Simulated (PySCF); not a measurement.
**The bond of GeH−, level by level**

The task here is to estimate one member of a computed series from the others.

Method: Ge aug-cc-pVDZ-PP with ECP10, H aug-cc-pVDZ, scalar-relativistic core potentials; program: PySCF 2.14.0.

3 further runs of the same task are left out: 3 set aside as unsound or not needed.

Set-up of the first run:

The job is set up so:

```
atoms                         : Ge, H
charge                        : -1
basis                         : Ge aug-cc-pVDZ-PP with ECP10, H aug-cc-pVDZ
Hamiltonian                   : scalar-relativistic core potentials
basis functions               : 41
electrons treated             : 24
masses in u                   : 73.9212, 1.0078
levels                        : PBE0, PBE, r²SCAN, M06, LDA, PBEsol, LC-ωPBE, HF, MP2, SCS-MP2, CCSD, CCSD(T)
grid                          : 80 radial by 434 angular points
occupations                   : held fixed by the projection of orbital angular momentum
dissociation limit            : Ge− + H, each in its ground configuration
starting distance in angstrom : 1.580
values of 2S to try           : 0, 2, 4
```

The run is started by

```bash
$ OMP_NUM_THREADS=1 python dia.py task.json out
```

Steps of the session up to this table: Set-up; The PBE0 curve of the state that the search chose; PBE (GGA); r²SCAN (meta-GGA); M06; LDA (local density); PBEsol; LC-ωPBE; UHF; Correlated methods on the Hartree–Fock reference.

One table of the session follows, with a row left open; its other results are not shown here.

Energy (eV) from each level's lowest point:

| R (Å) | UHF | UHF-MP2 | UHF-SCS-MP2 | UHF-CCSD | UHF-CCSD(T) |
| --- | --- | --- | --- | --- | --- |
| 1.409 | 0.361 | 0.355 | 0.371 | n/a | n/a |
| 1.474 | 0.155 | 0.153 | 0.164 | 0.171 | 0.174 |
| 1.540 | 0.042 | 0.042 | 0.049 | 0.054 | 0.056 |
| 1.589 | 0.005 | 0.005 | 0.009 | 0.011 | 0.013 |
| 1.638 | 0.000 | 0.000 | 0.000 | 0.000 | 0.000 |
| 1.687 | ? | ? | ? | ? | ? |
| 1.753 | 0.077 | 0.075 | 0.067 | 0.060 | 0.057 |
| 1.835 | 0.182 | 0.180 | 0.165 | 0.152 | 0.146 |
| 1.933 | 0.338 | 0.338 | 0.317 | 0.293 | 0.285 |
| 2.064 | 0.568 | 0.578 | 0.552 | n/a | n/a |

Q: Estimate the row for R (Å) = 1.687 from the others.

Worked estimate for «UHF». A straight line through the neighbours (1.638, 0.000) and (1.753, 0.077) gives 0.000 + (0.077 − 0.000) × (1.687 − 1.638) / (1.753 − 1.638) = 0.033; a parabola fitted to 4 rows on both sides gives 0.022.

The run gave: UHF: 0.020; UHF-MP2: 0.019; UHF-SCS-MP2: 0.016; UHF-CCSD: 0.013; UHF-CCSD(T): 0.012. In «UHF» the line misses by +0.013 and the parabola by +0.002.
